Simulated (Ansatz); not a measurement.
Write a Python script for the Python package of Ansatz (0.2.0) that makes a calculation of the dielectric tensor and Born charges of PbIF, space group P4/nmm. Level of theory: PBEsol, norm-conserving potentials, the default cutoff (1143 eV here), 6×6×3 k-points, fixed occupations, D4 dispersion.

```
Pb I F
1.0
     4.23740    0.00000    0.00000
     0.00000    4.23740    0.00000
     0.00000    0.00000    8.80000
Pb I F
2 2 2
Direct
  0.50000 0.00000 0.16392
  0.00000 0.50000 0.83608
  0.50000 0.00000 0.66297
  0.00000 0.50000 0.33703
  0.00000 0.00000 0.00000
  0.50000 0.50000 0.00000
```

The script, `eps.py`:
```python
"""Response of PbIF to an electric field."""

import warnings

import ansatz
import numpy as np


def main() -> None:
    warnings.simplefilter("ignore", ansatz.DeckWarning)

    lattice = ansatz.Lattice.of(
        (4.2374, 0.0, 0.0),
        (0.0, 4.2374, 0.0),
        (0.0, 0.0, 8.8),
    )
    sites = [
        ("Pb", (0.5, 0.0, 0.16392)),
        ("Pb", (0.0, 0.5, 0.83608)),
        ("I", (0.5, 0.0, 0.66297)),
        ("I", (0.0, 0.5, 0.33703)),
        ("F", (0.0, 0.0, 0.0)),
        ("F", (0.5, 0.5, 0.0)),
    ]
    xtal = ansatz.Crystal(lattice=lattice)
    for symbol, position in sites:
        xtal = xtal.atom(symbol, position)

    # an insulator: whole occupations
    calc = (
        xtal.calculation()
        .functional(ansatz.Functional.PBESOL, dispersion="d4")
        .pseudopotentials("nc")
        .kpoints(density=3.5)
        .scf(max_iterations=60, lower_state_search="light")
        .occupations("fixed")
        .dielectric()
    )
    done = calc.run(threads=1, pin="off")
    response = done.dielectric
    eps = np.asarray(response.eps_inf)

    print(f"mean eps_inf {np.trace(eps) / 3:.3f}, fraction of exact exchange 1/eps = {3 / np.trace(eps):.3f}")
    print(np.array2string(eps, precision=3, suppress_small=True))
    for index, (site, z) in enumerate(zip(done.lattice.sites, response.zstar_e)):
        print("Born charge tensor of", site.symbol, index)
        print(np.round(z, 3) + 0.0)
    print(f"charge neutrality missed by {response.zstar_sum_residual_pre_e:.4f} e before the sum rule")


if __name__ == "__main__":
    main()
```

```console
$ python eps.py
RunWarning: field response: the 6×6×3 k-mesh looks too coarse for the field response at k = (0.0000, 0.3333, 0.3333), direct gap 3.541 eV: take ε∞, Z* and everything formed from them as unconverged in the mesh. The response there varies over an interband length of 1.98 Å as this mesh's differences read it, which a [...]
mean eps_inf 6.143, fraction of exact exchange 1/eps = 0.163
[[6.79  0.    0.   ]
 [0.    6.79  0.   ]
 [0.    0.    4.848]]
Born charge tensor of Pb 0
[[4.238 0.    0.   ]
 [0.    4.238 0.   ]
 [0.    0.    2.993]]
Born charge tensor of Pb 1
[[4.238 0.    0.   ]
 [0.    4.238 0.   ]
 [0.    0.    2.993]]
Born charge tensor of I 2
[[-2.192  0.     0.   ]
 [ 0.    -2.192  0.   ]
 [ 0.     0.    -0.826]]
Born charge tensor of I 3
[[-2.192  0.     0.   ]
 [ 0.    -2.192  0.   ]
 [ 0.     0.    -0.826]]
Born charge tensor of F 4
[[-2.046  0.     0.   ]
 [ 0.    -2.046  0.   ]
 [ 0.     0.    -2.166]]
Born charge tensor of F 5
[[-2.046  0.     0.   ]
 [ 0.    -2.046  0.   ]
 [ 0.     0.    -2.166]]
charge neutrality missed by 0.0000 e before the sum rule
```
(Warnings from the package without file and line, shortened.)

What to keep in mind:
- These settings explore the input space; cutoff and mesh may be short of convergence.
- Under fixed occupations the level called the Fermi level is the highest filled one on the SCF mesh; off the mesh a filled band can lie a little above it.
- Averages over directions belong to no single polarisation, least of all in layered crystals.
- Pressure is positive in compression.
- Spin-orbit coupling, which matters for elements this heavy, is left out.
- The mesh doesn't settle the field response to the digits printed.
- The starting cell is as deposited in a crystallographic database; the results hold for this polymorph, which needn't be the stable one.
- This is the electronic (clamped-ion) response; a semilocal gap that is too small tends to raise it. The typed mesh is that of the SCF; the response is solved on denser meshes that the run picks.
- The script silences the warnings on its input, which a real study should read.
- It ran for 20 min on 1 thread of Arm Neoverse N1, on a shared host, peak memory 1.9 GiB.
